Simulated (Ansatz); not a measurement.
**C₅H₆AgNO: basis-set convergence**

How large a basis does C₅H₆AgNO need? Two functionals are run in growing sets.

Program: Ansatz 0.2.0, Gaussian basis. Level of theory: one geometry, several basis sets. These are calculated values, not measurements.

The runs, in order: PBE0-D4/def2-SVP; ωB97M-V/def2-SVP; PBE0-D4/def2-QZVPP; ωB97M-V/def2-QZVPP; the functionals' def2-TZVPP values are taken from earlier runs.

### Step 1. The geometry

All runs share one geometry, relaxed beforehand with PBE0-D4 in a triple-zeta def2 set. Ag takes the def2 core potential; no spin-orbit term is included.

SMILES `[OH][Ag-][n+]1ccccc1`, 14 atoms, charge 0, spin multiplicity 1.

Atoms are counted from 1 here; the program's logs count them from 0.

Bond lengths: O1–Ag2 1.977 Å, O1–H9 0.960 Å, Ag2–N3 2.106 Å, N3–C4 1.336 Å, N3–C8 1.336 Å, C4–C5 1.382 Å, C4–H10 1.083 Å, C5–C6 1.385 Å, C5–H11 1.082 Å, C6–C7 1.385 Å, C6–H12 1.084 Å, C7–C8 1.382 Å, C7–H13 1.082 Å, C8–H14 1.083 Å. Angles: Ag2–O1–H9 109.8°, O1–Ag2–N3 176.0°, Ag2–N3–C4 121.2°, Ag2–N3–C8 120.5°, C4–N3–C8 118.2°, N3–C4–C5 122.7°, N3–C4–H10 116.2°, C5–C4–H10 121.1°, C4–C5–C6 118.9°, C4–C5–H11 119.6°, C6–C5–H11 121.5°, C5–C6–C7 118.6°, C5–C6–H12 120.7°, C7–C6–H12 120.7°, C6–C7–C8 118.9°, C6–C7–H13 121.5°, C8–C7–H13 119.6°, N3–C8–C7 122.7° and more.

### Step 2. PBE0-D4 in def2-SVP

File in.yaml:

```yaml
crystal:
  periodic: [false, false, false]
  atoms:
    - {symbol: O, position_ang: [-2.715892, -3.608126, 0.695169]}
    - {symbol: Ag, position_ang: [-1.566352, -2.019068, 0.444112]}
    - {symbol: N, position_ang: [-0.284081, -0.393418, 0.060861]}
    - {symbol: C, position_ang: [-0.236473, 0.659973, 0.881125]}
    - {symbol: C, position_ang: [0.594347, 1.742077, 0.659477]}
    - {symbol: C, position_ang: [1.413292, 1.738866, -0.457020]}
    - {symbol: C, position_ang: [1.366967, 0.648996, -1.309755]}
    - {symbol: C, position_ang: [0.507426, -0.392745, -1.015843]}
    - {symbol: H, position_ang: [-3.287224, -3.479530, 1.455443]}
    - {symbol: H, position_ang: [-0.890797, 0.625513, 1.743317]}
    - {symbol: H, position_ang: [0.592918, 2.569885, 1.356860]}
    - {symbol: H, position_ang: [2.076452, 2.571647, -0.659213]}
    - {symbol: H, position_ang: [1.986603, 0.597814, -2.195763]}
    - {symbol: H, position_ang: [0.442803, -1.261874, -1.658769]}
basis:
  gaussian: {orbitals: def2-SVP}
hamiltonian: {xc: pbe0, dispersion: d4}
output: {orbitals: {seedname: orbitals}}
```

Run with:

```sh
$ ansatz run in.yaml --threads 2 --pin off --events-out ev --progress --plain --max-ram 20480MiB --backend cpu
```

After this run come: ωB97M-V in def2-SVP; PBE0-D4 in def2-QZVPP; ωB97M-V in def2-QZVPP.

Before running them: what should the planned runs give, taken together? Wanted: PBE0-D4: double and triple zeta above quadruple; ωB97M-V: double and triple zeta above quadruple.

As calculated:

| quantity | value |
| --- | --- |
| PBE0-D4: double and triple zeta above quadruple | 11.50, 0.57 eV |
| ωB97M-V: double and triple zeta above quadruple | 11.89, 0.55 eV |

**Reading.** For PBE0-D4 the step from double to triple zeta gains 10.93 eV and the next only 0.57 eV. Total energies overstate the basis error of differences, where much of it tends to cancel.
